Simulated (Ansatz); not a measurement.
I need a convergence test of the k-point mesh of NaLi3, space group I4/mmm. Use Ansatz 0.2.0 through its Python package. Level of theory (first run): r2SCAN, PAW, the default cutoff (500 eV here), 2×2×2 k-points, Fermi-Dirac smearing of 0.1 eV, D3BJATM dispersion. The script varies spacing (1/A): 1.0, 0.6, 0.4, 0.3.

Contents of `nali3.extxyz`:
```text
4
Lattice="-2.31583262 2.31583262 4.6481579 2.31583262 -2.31583262 4.6481579 2.31583262 2.31583262 -4.6481579" Properties=species:S:1:pos:R:3 pbc="T T T"
Na    0.00000000    0.00000000    0.00000000
Li    0.00000000    2.31583262    2.32407895
Li    2.31583262    0.00000000    2.32407895
Li    0.00000000    0.00000000    4.64815790
```

Script `kconv.py`:
```python
"""Convergence of NaLi3 with the k-point mesh."""

import csv
import warnings

import ansatz as az

XC = "r2scan"
VDW = "d3bjatm"
SMEARING = "Fermi-Dirac"

warnings.simplefilter("ignore", az.DeckWarning)

xtal = az.Crystal.from_extxyz("nali3.extxyz")

calculation = (
    xtal.calculation()
    .functional(XC, dispersion=VDW)
    .occupations(SMEARING)
    .stress()
)

rows = []
for value in [1.0, 0.6, 0.4, 0.3]:
    rep = calculation.kpoints(spacing=value).run(threads=1).report
    rows.append((value, rep["free_energy_ev"] / len(rep["lattice"]["sites"]), rep["n_iterations"], sum(rep["stress_gpa"][i][i] for i in range(3)) / 3, rep["n_kpoints"]))

with open("kconv.csv", "w", newline="") as handle:
    writer = csv.writer(handle)
    writer.writerow(["spacing (1/A)", "F/atom (eV)", "iterations", "P (GPa)", "k-points"])
    writer.writerows([round(v, 5) if isinstance(v, float) else v for v in row] for row in rows)

# the last row is the reference
for row in rows[:-1]:
    shift = 1000 * (row[1] - rows[-1][1])
    print(f"{row[0]}: {shift:+.2f} meV/atom" + ("  (within 5 meV)" if abs(shift) < 5 else ""))
```

Running `python kconv.py` prints:
```text
1.0: -81.59 meV/atom
0.6: +1.18 meV/atom  (within 5 meV)
0.4: -6.60 meV/atom
```

File `kconv.csv` afterwards:
```csv
spacing (1/A),F/atom (eV),iterations,P (GPa),k-points
1.0,-526.12076,6,-0.55869,4
0.6,-526.03798,6,-0.27886,13
0.4,-526.04576,6,-0.31777,18
0.3,-526.03916,6,-0.28205,40
```

Dispersion corrections can be off by several per cent in the lattices of metals, and by several GPa in the pressure at a fixed cell. Pressure is positive in compression. A row within the bound is followed by one outside it, so the series isn't shown to be converged. The structure comes from a database of computed cells and needn't be a stable or known phase. Shifts are counted from the finest mesh, which is itself no proven limit. The whole script took 23 s on 1 thread of Arm Neoverse V1, with other jobs on the host, peak memory 0.84 GiB.
